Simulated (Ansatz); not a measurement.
# C2H9AlBFSi: the cost of one run

All numbers below are computed with Ansatz 0.2.0 (RKS PBE0/def2-SVP).

## Step 1: The structure to begin with

Bond lengths: C1–B2 1.595 Å, B2–C3 1.569 Å, C3–Al4 2.074 Å, B2–Si5 1.944 Å, Si5–F6 1.706 Å, C1–H7 1.058 Å, C1–H8 1.114 Å, C1–H9 1.176 Å, C3–H10 1.096 Å, C3–H11 1.092 Å, Al4–H12 1.620 Å, Al4–H13 1.576 Å, Si5–H14 1.437 Å, Si5–H15 1.481 Å. Angles (14 of 24 angles, heavy atoms first): C1–B2–C3 118.7°, C1–B2–Si5 122.1°, C3–B2–Si5 119.2°, B2–C3–Al4 111.4°, B2–Si5–F6 109.5°, B2–C1–H7 112.7°, B2–C1–H8 105.5°, B2–C1–H9 107.9°, B2–C3–H10 111.4°, B2–C3–H11 111.3°, Al4–C3–H10 107.2°, Al4–C3–H11 104.3°, C3–Al4–H12 114.5°, C3–Al4–H13 114.1°.

As a file:

```xyz
15

C    -1.2256   -1.0120    0.7537
B    -0.3970   -0.1014   -0.2598
C     1.0086   -0.6020   -0.7459
Al    2.4157   -0.4978    0.7746
Si   -1.0863    1.5885   -0.9280
F    -0.0450    2.8545   -0.4547
H    -0.7164   -1.9026    1.0113
H    -2.2015   -1.2039    0.2523
H    -1.4625   -0.3666    1.7078
H     0.9687   -1.6451   -1.0797
H     1.4101    0.0434   -1.5293
H     2.1838   -1.5564    1.9794
H     2.7578    0.9700    1.2365
H    -1.2114    1.5616   -2.3591
H    -2.4210    1.8188   -0.3298
```

## Step 2: Relaxing end A

input.yaml

```yaml
crystal:
  periodic: [false, false, false]
  atoms:
    - { symbol: C, position_ang: [-1.2256, -1.012, 0.7537] }
    - { symbol: B, position_ang: [-0.397, -0.1014, -0.2598] }
    - { symbol: C, position_ang: [1.0086, -0.602, -0.7459] }
    - { symbol: Al, position_ang: [2.4157, -0.4978, 0.7746] }
    - { symbol: Si, position_ang: [-1.0863, 1.5885, -0.928] }
    - { symbol: F, position_ang: [-0.045, 2.8545, -0.4547] }
    - { symbol: H, position_ang: [-0.7164, -1.9026, 1.0113] }
    - { symbol: H, position_ang: [-2.2015, -1.2039, 0.2523] }
    - { symbol: H, position_ang: [-1.4625, -0.3666, 1.7078] }
    - { symbol: H, position_ang: [0.9687, -1.6451, -1.0797] }
    - { symbol: H, position_ang: [1.4101, 0.0434, -1.5293] }
    - { symbol: H, position_ang: [2.1838, -1.5564, 1.9794] }
    - { symbol: H, position_ang: [2.7578, 0.97, 1.2365] }
    - { symbol: H, position_ang: [-1.2114, 1.5616, -2.3591] }
    - { symbol: H, position_ang: [-2.421, 1.8188, -0.3298] }
basis:
  gaussian: { orbitals: def2-SVP }
hamiltonian:
  xc: pbe0
relax:
  f_tol: 0.015
  max_steps: 40
```

Launch:

```sh
$ ansatz run input.yaml --threads 2 --pin off --max-ram 3072MiB --backend cpu --events-out ev --progress --plain --runs-dir out
```

Q: Estimate wall time and peak memory on 2 threads of Intel Xeon 6975P-C (Granite Rapids), shared host.

About 96 s, with a peak of 0.41 GiB.
